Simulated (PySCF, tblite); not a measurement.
# C6H6F radical: geometry, infrared bands and EPR parameters

Wanted: the infrared bands and EPR parameters of C6H6F radical (`FC[C]1C=CC=C1`), by calculation.

Programs: tblite 0.8.0 and PySCF 2.14.0, with density-fitted response routines of our own. Each step states its level of theory. These are calculated values for one molecule in the gas phase, unless marked as measured. Atoms are numbered from 0 throughout.

## (1) The molecule as given

13 atoms, charge 0, multiplicity 2; geometry from: force field or distance geometry start.

Bonds of the start (Å): F0–C1 1.37, C1–C2 1.47, C2–C3 1.44, C3–C4 1.34, C4–C5 1.45, C5–C6 1.35, C6–C2 1.45, C1–H7 1.09, C1–H8 1.11, C3–H9 1.08, C4–H10 1.08, C5–H11 1.08, C6–H12 1.07.

## (2) Optimising the geometry with GFN2-xTB

What the job is given:

```
{"job": {"kind": "relax", "xc": "GFN2-xTB", "basis": "xTB"}, "charge": 0, "multiplicity": 2}
F      2.147000    -1.671500    -0.249200
C      1.879600    -0.335100    -0.095900
C      0.439700    -0.070400    -0.016400
C     -0.618300    -1.045300    -0.119500
C     -1.773600    -0.378900     0.003200
C     -1.496600     1.039100     0.153100
C     -0.162800     1.240700     0.143900
H      2.346200     0.191900    -0.925700
H      2.386700    -0.023300     0.835600
H     -0.483100    -2.115300    -0.234600
H     -2.768000    -0.801500    -0.032200
H     -2.255800     1.794700     0.264500
H      0.354800     2.175500     0.255400
```

Started as:

```
> OMP_NUM_THREADS=1 python probes_run.py task.json out
```

The driver reads the jobs from task.json and runs them one after another.

Standard output:

```text
step      E/eV     max force
  0    -559.10308    1.472
  1    -559.13526    0.870
  2    -559.14780    0.330
  3    -559.15366    0.225
  4    -559.15903    0.270
  5    -559.16103    0.120
  6    -559.16204    0.082
  7    -559.16274    0.083
  8    -559.16318    0.067
  9    -559.16337    0.035
 10    -559.16347    0.032
 11    -559.16357    0.033
 12    -559.16374    0.038
 13    -559.16391    0.037
 14    -559.16405    0.028
 15    -559.16414    0.028
 16    -559.16420    0.025
 17    -559.16427    0.022
 18    -559.16434    0.022
 19    -559.16441    0.023
 20    -559.16445    0.021
 21    -559.16449    0.019
 22    -559.16452    0.016
 23    -559.16453    0.009
```

It took 0.21 s on 1 thread of AMD EPYC, shared host.

Along the way:

| step | energy from step 0 (eV) | largest force (eV/Å) |
| --- | --- | --- |
| 0 | 0.0000 | 1.4721 |
| 1 | -0.0322 | 0.8697 |
| 2 | -0.0447 | 0.3298 |
| 3 | -0.0506 | 0.2252 |
| 4 | -0.0560 | 0.2705 |
| 5 | -0.0580 | 0.1199 |
| 6 | -0.0590 | 0.0824 |
| 7 | -0.0597 | 0.0827 |
| 8 | -0.0601 | 0.0671 |
| 9 | -0.0603 | 0.0352 |
| 10 | -0.0604 | 0.0322 |
| 11 | -0.0605 | 0.0332 |
| 12 | -0.0607 | 0.0381 |
| 13 | -0.0608 | 0.0368 |
| 14 | -0.0610 | 0.0277 |
| 15 | -0.0611 | 0.0278 |
| 16 | -0.0611 | 0.0253 |
| 17 | -0.0612 | 0.0225 |
| 18 | -0.0613 | 0.0223 |
| 19 | -0.0613 | 0.0231 |
| 20 | -0.0614 | 0.0210 |
| 21 | -0.0614 | 0.0187 |
| 22 | -0.0614 | 0.0159 |
| 23 | -0.0615 | 0.0095 |

Close pairs (by a distance rule), those that changed most:

| bond | before (Å) | after (Å) | change (Å) |
| --- | --- | --- | --- |
| C2–C3 | 1.442 | 1.408 | -0.035 |
| C3–C4 | 1.339 | 1.372 | +0.032 |
| C3–H9 | 1.085 | 1.073 | -0.012 |
| C1–H7 | 1.088 | 1.100 | +0.012 |
| C2–C6 | 1.452 | 1.440 | -0.012 |
| C1–C2 | 1.466 | 1.477 | +0.011 |
| C5–C6 | 1.349 | 1.356 | +0.007 |
| C4–H10 | 1.081 | 1.074 | -0.007 |

The next job starts from the end point, and lists it.

## (3) Infrared spectrum with GFN2-xTB

What the job is given:

```
{"job": {"kind": "ir", "xc": "GFN2-xTB", "basis": "xTB"}, "charge": 0, "multiplicity": 2}
F      2.188190    -1.660683    -0.252291
C      1.881733    -0.336052    -0.085402
C      0.426248    -0.092587    -0.022037
C     -0.609535    -1.041909    -0.109910
C     -1.799672    -0.368249    -0.002419
C     -1.512842     1.049136     0.158727
C     -0.166144     1.209048     0.146502
H      2.334411     0.204651    -0.929647
H      2.377193    -0.008051     0.840509
H     -0.467398    -2.097140    -0.239363
H     -2.785614    -0.793183    -0.029709
H     -2.259673     1.812636     0.266926
H      0.388714     2.122870     0.240387
```

Standard output:

```text
mode    cm-1     km/mol
  1      62.8     10.15
  2     177.3      4.70
  3     191.7      6.11
  4     415.1      6.67
  5     478.8      0.18
  6     537.3      0.01
  7     595.3     27.92
  8     670.9      2.22
  9     737.8     23.54
 10     784.3      0.41
 11     814.1      0.00
 12     827.7      6.69
 13     910.8      3.35
 14     918.4      7.44
 15     957.0      9.31
 16    1038.1     50.65
 17    1066.1     47.41
 18    1083.9      0.78
 19    1090.5      9.26
 20    1177.8      5.79
 21    1200.4      1.83
 22    1270.0      0.70
 23    1304.4     13.75
 24    1390.9     47.28
 25    1418.5      8.44
 26    1455.0      8.12
 27    1534.2      3.80
 28    2866.6     12.82
 29    2890.9     15.90
 30    3140.9      1.94
 31    3146.3     38.39
 32    3158.2     42.66
 33    3167.4     10.25
```

It took 0.55 s on 1 thread of AMD EPYC, shared host.

The strongest bands and the atoms that carry them (share of the mass-weighted mode):

| cm⁻¹ | km/mol | atoms |
| --- | --- | --- |
| 595 | 27.9 | C2 31 %, C3 24 %, C4 21 % |
| 738 | 23.5 | H10 39 %, H11 24 %, H12 12 % |
| 1038 | 50.6 | C1 27 %, F0 18 %, H9 18 %, C4 12 % |
| 1066 | 47.4 | C1 25 %, F0 17 %, C4 13 % |
| 1391 | 47.3 | H8 32 %, H7 32 %, C2 13 %, C1 10 % |
| 2891 | 15.9 | H7 51 %, H8 45 % |
| 3146 | 38.4 | H12 37 %, H10 34 %, H11 17 % |
| 3158 | 42.7 | H12 43 %, H11 41 % |

## (4) g tensor and hyperfine couplings: B3LYP/pcH-1

Settings changed since step 3:

```diff
@@ -1,2 +1,2 @@
-{"job": {"kind": "ir", "xc": "GFN2-xTB", "basis": "xTB"}, "charge": 0, "multiplicity": 2}
+{"job": {"kind": "epr", "basis": "pcH-1"}, "charge": 0, "multiplicity": 2}
 F      2.188190    -1.660683    -0.252291
```

Level: UKS B3LYP, pcH-1 on C F H, non-relativistic, mean-field spin-orbit, GIAO.

Standard output:

```text
UKS, coarse grid
  cycle   1  E = -331.96076125  |g| = 4.24e-01
  cycle   2  E = -331.90095508  |g| = 6.10e-01
  cycle   3  E = -332.03173758  |g| = 7.36e-02
  cycle   4  E = -332.03328079  |g| = 4.83e-02
  cycle   5  E = -332.03444861  |g| = 1.51e-02
  cycle   6  E = -332.03457454  |g| = 5.20e-03
  cycle   7  E = -332.03460161  |g| = 1.95e-03
  cycle   8  E = -332.03460740  |g| = 1.14e-03
  cycle   9  E = -332.03460885  |g| = 2.71e-04
UKS, final grid
  cycle   1  E = -332.03461119  |g| = 3.76e-04
  cycle   2  E = -332.03461109  |g| = 5.94e-04
  cycle   3  E = -332.03461128  |g| = 5.20e-05
  cycle   4  E = -332.03461128  |g| = 3.56e-05
  cycle   5  E = -332.03461129  |g| = 2.67e-05
E = -332.03461129 Eh   <S^2> = 0.7650 (exact 0.7500)
g shifts (ppm)      1          2          3
  rmc          -137       -137       -137
  gc             -0         33         22
  oz_so         -18        186        806
  total        -156         82        690
hyperfine (MHz)  atom isotope    a_iso     a_fc   dipolar eigenvalues
    0   19F      -4.08      -4.08     -5.32      0.72      4.60
    1   13C     -22.98     -22.98     -2.16      0.58      1.58
    2   13C      46.20      46.20    -46.33    -45.00     91.34
    3   13C     -32.80     -32.80    -18.23      8.94      9.29
    4   13C      28.65      28.65    -34.82    -33.00     67.82
    5   13C       4.52       4.52    -17.90    -16.63     34.53
    6   13C     -17.56     -17.56     -1.94     -1.29      3.24
    7    1H      78.75      78.75     -3.83     -2.11      5.94
    8    1H      78.88      78.88     -3.83     -2.10      5.94
    9    1H       6.19       6.19     -4.00      0.37      3.64
   10    1H     -29.00     -29.00    -17.46     -1.74     19.20
   11    1H     -15.64     -15.64    -10.10     -2.47     12.57
   12    1H      -2.82      -2.82     -3.46     -3.23      6.69
```

Wall time 60 s (1 thread of AMD EPYC, shared host); peak memory 0.84 GiB.

Principal g values 2.00216, 2.00240, 2.00301; g(iso) = 2.00252, against 2.00232 for a free electron.

Mean a(iso) over the nuclei that a row names, and the largest dipolar term of the row (other rows stand at the frozen geometry):

| nuclei | isotope | a(iso) (MHz) | a(iso) (G, at g = 2.0023) | largest dipolar term (MHz) |
| --- | --- | --- | --- | --- |
| H7, H8 | 1H | 78.8 | 28.1 | 5.9 |
| C2 | 13C | 46.2 | 16.5 | 91.3 |
| C3, C6 | 13C | -25.2 | -9.0 | -18.2 |
| C1 | 13C | -23.0 | -8.2 | -2.2 |
| H10, H11 | 1H | -22.3 | -8.0 | 19.2 |
| C4, C5 | 13C | 16.6 | 5.9 | 67.8 |
| F0 | 19F | -4.1 | -1.5 | -5.3 |
| H9, H12 | 1H | 1.7 | 0.6 | 6.7 |

Mulliken spin populations:

F0 0.00; C1 -0.04; C2 0.56; C3 -0.17; C4 0.43; C5 0.20; C6 -0.02; H7 0.03; H8 0.03; H9 0.00; H10 -0.02; H11 -0.01; H12 0.00

In first order the couplings over 0.8 MHz of 1H, 19F give 54 distinct lines over 74.8 G, if the averaged nuclei exchange fast.

Orbitals, density, ELF and potential are computed afterwards from the orbital file.

ELF in a plane through or near 11 of the atoms.

Ten even steps from '0' (0.00) to '9' (1.00):
```
0000000000000000000000000000
0000000000000000000000000000
0000000000000010000000000000
0000000000016887100000000000
0000000000069999500011000000
0000000000059999500288740000
0000000000016897533899992000
0000001231003537674999993000
0000013663337831817599861000
0000003532871263266732000000
0000012412872262278731000000
0001578673137832828488730000
0001577685104547874999981000
0000257885117986534999991000
0000002331039999300599840000
0000000000059999200023100000
0000000000017875000000000000
0000000000000000000000000000
0000000000000000000000000000
0000000000000000000000000000
```
The map spans 10.4 Å across and 9.5 Å up, centred on the molecule. Atoms in the plane (x, y in Å): F0 (-2.5, -1.2), C1 (-1.9, 0.1), C2 (-0.4, 0.0), C3 (0.4, -1.2), C4 (1.7, -0.8), C5 (1.7, 0.7), C6 (0.4, 1.2), H9 (0.0, -2.2), H10 (2.5, -1.4), H11 (2.6, 1.3), H12 (0.1, 2.2).

On the surface of density 0.002 e/bohr³ the electrostatic potential runs, from the 1st to the 99th percentile, from -0.95 V near F0 to 1.11 V near H7.

The spin density lies nearest to C2 35 %; C4 26 %; C5 14 %; C3 7 % (beta excess).

## (5) What came out

| quantity | value |
| --- | --- |
| strongest single infrared mode (GFN2-xTB) | 1038 cm⁻¹, 51 km/mol |
| zero-point energy (GFN2-xTB) | 60.7 kcal/mol |
| g(iso) (B3LYP) | 2.00252 |
| ⟨S²⟩ | 0.765 (exact 0.75) |
| largest a(iso) (averaged by class) | 1H on H7, H8, 78.8 MHz |
| surface potential, 1st and 99th percentile | -0.95 V and 1.11 V |

What this shows: Over 23 steps the energy fell by 0.061 eV; of the close pairs, C2–C3 changed most, 1.442 to 1.408 Å. No mode is imaginary among the 33: a minimum at this level. The strongest single mode, at 1038 cm⁻¹, is carried by C1, F0, H9, C4. GFN2-xTB is a fitted tight-binding method: band positions and strengths are rough. Its intensities can rank the bands wrongly. The largest spin populations lie on C2 (0.56 e), C4 (0.43 e). The isotropic g lies 0.2 ppt above the free-electron value.
